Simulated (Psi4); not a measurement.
# CH2GeN (SMILES N#[C][GeH2]): UB3LYP/6-31G(d) (spherical functions)

What is the vertical electron affinity of CH2GeN at UB3LYP/6-31G* (spherical functions)? 

The calculation is run with Psi4 1.11.

1 further run of the same task is left out (set aside as unsound or not needed).

## 1. The system as given

The species is CH2GeN (5 atoms), meant as a doublet with charge 0. As SMILES, `N#[C][GeH2]`. Geometry: relaxed at PBE0-D4/def2-TZVP.

Bond lengths: N1–C2 1.154 Å, C2–Ge3 1.912 Å, Ge3–H4 1.534 Å, Ge3–H5 1.534 Å. Angles: N1–C2–Ge3 175.5°, C2–Ge3–H4 108.2°, C2–Ge3–H5 108.2°, H4–Ge3–H5 114.7°.

## 2. Energy and forces at UB3LYP/6-31G(d) (spherical functions)

File ch2gen.xyz:

```xyz
5
CH2GeN
N      1.590700    -1.029300     1.293200
C      0.838400    -0.535900     0.570400
Ge    -0.315900     0.241400    -0.740100
H     -1.658900    -0.498000    -0.695900
H     -0.404300     1.748400    -0.468900
```

File run.py:

```python
import psi4

psi4.set_memory('2200 MB')
psi4.set_num_threads(1)
psi4.set_output_file('run.log', False)

with open('ch2gen.xyz') as f:
    atoms = ''.join(f.readlines()[2:])
mol = psi4.geometry('0 2\n' + atoms + 'symmetry c1')

psi4.set_options({
    'basis': '6-31G*',
    'reference': 'uks',
    'puream': True,
    'e_convergence': 1e-09,
    'd_convergence': 1e-08,
    'scf_type': 'pk',
    'dft_radial_points': 99,
    'dft_spherical_points': 590,
    'maxiter': 100,
})

result, w = psi4.gradient("b3lyp", return_wfn=True)
psi4.oeprop(w, "DIPOLE", "LOWDIN_CHARGES", "WIBERG_LOWDIN_INDICES")
print('gradient / Eh bohr^-1')
print(result.np.round(6))
print(f'energy = {w.energy():.10f} Eh')
```

Started as:

```bash
$ python run.py
```

run.log:

```text
[...]
  Running in c1 symmetry.
[...]
  Nuclear repulsion =  137.584871191227109
[...]
  Multiplicity = 2
[...]
  Nalpha       = 24
  Nbeta        = 23
[...]
    Number of basis functions: 64
[...]
   @UKS iter   1: -2169.31624587177657   -2.25848e+00   4.23746e-02 ADIIS/DIIS
[...]
   @UKS iter  15: -2170.75400502044567   -1.36424e-12   2.62229e-09 DIIS
[...]
   @S^2 Observed:                7.527136881E-01
[...]
    Orbital Energies [Eh]
    ---------------------
    Alpha Occupied:
       1A   -398.774607     2A    -49.851855     3A    -44.376725
       4A    -44.375164     5A    -44.374596     6A    -14.346275
       7A    -10.217664     8A     -6.281793     9A     -4.454469
      10A     -4.451714    11A     -4.449762    12A     -1.257348
      13A     -1.256098    14A     -1.255188    15A     -1.252977
      16A     -1.252907    17A     -0.910265    18A     -0.621728
      19A     -0.453787    20A     -0.398552    21A     -0.365362
      22A     -0.355497    23A     -0.342767    24A     -0.248626
    Alpha Virtual:
      25A     -0.006055    26A      0.002162    27A      0.022074
[...]
  @UKS Final Energy: -2170.75400502044567
   => Energetics <=
    Nuclear Repulsion Energy =            137.5848711912271085
    One-Electron Energy =               -3292.9330582548145685
    Two-Electron Energy =                1058.6863499002738536
    DFT Exchange-Correlation Energy =     -74.0921678571319688
    Empirical Dispersion Energy =           0.0000000000000000
    VV10 Nonlocal Energy =                  0.0000000000000000
    Total Energy =                      -2170.7540050204456747
[...]
  -Total Gradient:
     Atom            X                  Y                   Z
    ------   -----------------  -----------------  -----------------
       1       -0.018650518798     0.012250408839    -0.018109498234
       2        0.017078850119    -0.011151533342     0.015884610306
       3       -0.002941879445     0.001220313813     0.004129189585
       4        0.003758657394     0.001519602465    -0.000679674916
       5        0.000755224616    -0.003838975188    -0.001224678391
[...]
 Multipole Moments:
 ------------------------------------------------------------------------------------
     Multipole            Electronic (a.u.)      Nuclear  (a.u.)        Total (a.u.)
 ------------------------------------------------------------------------------------
 L = 1.  Multiply by 2.5417464519 to convert [e a0] to [Debye]
 Dipole X            :         -2.4513626            1.5306108           -0.9207518
 Dipole Y            :          1.8200993           -1.2157286            0.6043708
 Dipole Z            :         -4.4556566            3.5658863           -0.8897703
 Magnitude           :                                                    1.4158881
[...]
```

Standard output:

```text
gradient / Eh bohr^-1
[[-0.018651  0.01225  -0.018109]
 [ 0.017079 -0.011152  0.015885]
 [-0.002942  0.00122   0.004129]
 [ 0.003759  0.00152  -0.00068 ]
 [ 0.000755 -0.003839 -0.001225]]
energy = -2170.7540050204 Eh
```

Run time: 35 s. Hardware: 1 thread of Intel Xeon at 2.50GHz (Skylake/Cascade Lake), shared host; peak memory 0.66 GiB.

## 3. The singlet anion: the energy at B3LYP/6-31G(d) (spherical functions)

File ch2gen.json:

```json
{
  "schema_name": "qcschema_input",
  "schema_version": 1,
  "molecule": {
    "schema_name": "qcschema_molecule",
    "schema_version": 2,
    "symbols": ["N", "C", "Ge", "H", "H"],
    "geometry": [3.00598735, -1.9450951, 2.44379382, 1.58434638, -1.01270423, 1.07789978, -0.59696448, 0.45617989, -1.3985863, -3.13486667, -0.94108361, -1.31506041, -0.76401627, 3.30399716, -0.88609258],
    "molecular_charge": -1,
    "molecular_multiplicity": 1,
    "fix_symmetry": "c1"
  },
  "driver": "energy",
  "model": {
    "method": "b3lyp",
    "basis": "6-31G*"
  },
  "keywords": {
    "puream": true,
    "e_convergence": 1e-09,
    "d_convergence": 1e-08,
    "scf_type": "pk",
    "dft_radial_points": 99,
    "dft_spherical_points": 590,
    "scf_properties": ["MAYER_INDICES", "WIBERG_LOWDIN_INDICES", "DIPOLE"]
  }
}
```

Started as:

```bash
$ psi4 --qcschema ch2gen.json -n 1 --memory 2200MB
```

stdout:

```text
[...]
  Running in c1 symmetry.
[...]
  Nuclear repulsion =  137.584871333245644
[...]
  Multiplicity = 1
[...]
  Nalpha       = 24
  Nbeta        = 24
[...]
    Number of basis functions: 64
[...]
   @RKS iter   1: -2169.14169725627926   -2.08393e+00   4.33419e-02 DIIS/ADIIS
[...]
   @RKS iter  12: -2170.81729911216280   -5.45697e-12   7.58082e-09 DIIS
[...]
    Orbital Energies [Eh]
    ---------------------
    Doubly Occupied:
       1A   -398.502685     2A    -49.580783     3A    -44.104633
       4A    -44.104217     5A    -44.103691     6A    -14.123197
       7A    -10.007170     8A     -6.009502     9A     -4.181856
      10A     -4.180385    11A     -4.176232    12A     -0.987055
      13A     -0.985636    14A     -0.980633    15A     -0.979805
      16A     -0.978790    17A     -0.696276    18A     -0.373409
      19A     -0.224280    20A     -0.168042    21A     -0.154201
      22A     -0.143974    23A     -0.129436    24A      0.022347
[...]
  @RKS Final Energy: -2170.81729911216280
   => Energetics <=
    Nuclear Repulsion Energy =            137.5848713332456441
    One-Electron Energy =               -3304.7226639481095845
    Two-Electron Energy =                1070.6204505572745802
    DFT Exchange-Correlation Energy =     -74.2999570545731842
    Empirical Dispersion Energy =           0.0000000000000000
    VV10 Nonlocal Energy =                  0.0000000000000000
    Total Energy =                      -2170.8172991121623454
[...]
 Multipole Moments:
 ------------------------------------------------------------------------------------
     Multipole            Electronic (a.u.)      Nuclear  (a.u.)        Total (a.u.)
 ------------------------------------------------------------------------------------
 L = 1.  Multiply by 2.5417464519 to convert [e a0] to [Debye]
 Dipole X            :         -2.3438701            1.5306108           -0.8132593
 Dipole Y            :          1.6990096           -1.2157286            0.4832810
 Dipole Z            :         -3.8520393            3.5658863           -0.2861530
 Magnitude           :                                                    0.9883495
[...]
```

The result, in JSON:

```text
{
 "driver": "energy",
 "model": {
  "method": "b3lyp",
  "basis": "6-31G*"
 },
 "success": true,
 "return_result": -2170.817299112163,
 "properties": {
  "calcinfo_nbasis": 64,
  "calcinfo_nmo": 64,
  "calcinfo_nalpha": 24,
  "calcinfo_nbeta": 24,
  "calcinfo_natom": 5,
  "nuclear_repulsion_energy": 137.58487133324564,
  "return_energy": -2170.817299112163,
  "scf_one_electron_energy": -3304.7226639481096,
  "scf_two_electron_energy": 1070.6204505572746,
  "scf_xc_energy": -74.29995705457318,
  "scf_dipole_moment": [-0.8132592969375676, 0.4832809726920999, -0.28615296312428207],
  "scf_total_energy": -2170.817299112163,
  "scf_iterations": 12
 }
}
```

Run time: 17 s. Hardware: 1 thread of Intel Xeon at 2.50GHz (Skylake/Cascade Lake), shared host; peak memory 0.66 GiB.

## 4. Outcome

Level: UB3LYP/6-31G* (spherical functions).

```
                                                            quantity           value
                                        doublet CH2GeN: total energy  -2170.75401 Eh
                                       doublet CH2GeN: dipole moment          3.60 D
                  doublet CH2GeN: HOMO energy (highest over α and β)        -6.77 eV
                   doublet CH2GeN: LUMO energy (lowest over α and β)        -4.05 eV
                                                doublet CH2GeN: ⟨S²⟩           0.753
                            doublet CH2GeN: largest force on an atom      1.478 eV/Å
                                         singlet anion: total energy  -2170.81730 Eh
                                          singlet anion: HOMO energy         0.61 eV
                                          singlet anion: LUMO energy         5.65 eV
singlet anion: HOMO–LUMO gap (to an unbound level, set by the basis)         5.05 eV
                   vertical electron affinity (to the singlet anion)        1.722 eV
```

**Reading.** At fixed nuclei the extra electron is bound by 1.72 eV (40 kcal/mol). The largest force (doublet CH2GeN) is 1.48 eV/Å: the shape isn't a stationary point for this species at this level. The HOMO (singlet anion) lies at positive energy, 0.61 eV; only total energies tell whether the electron is bound.
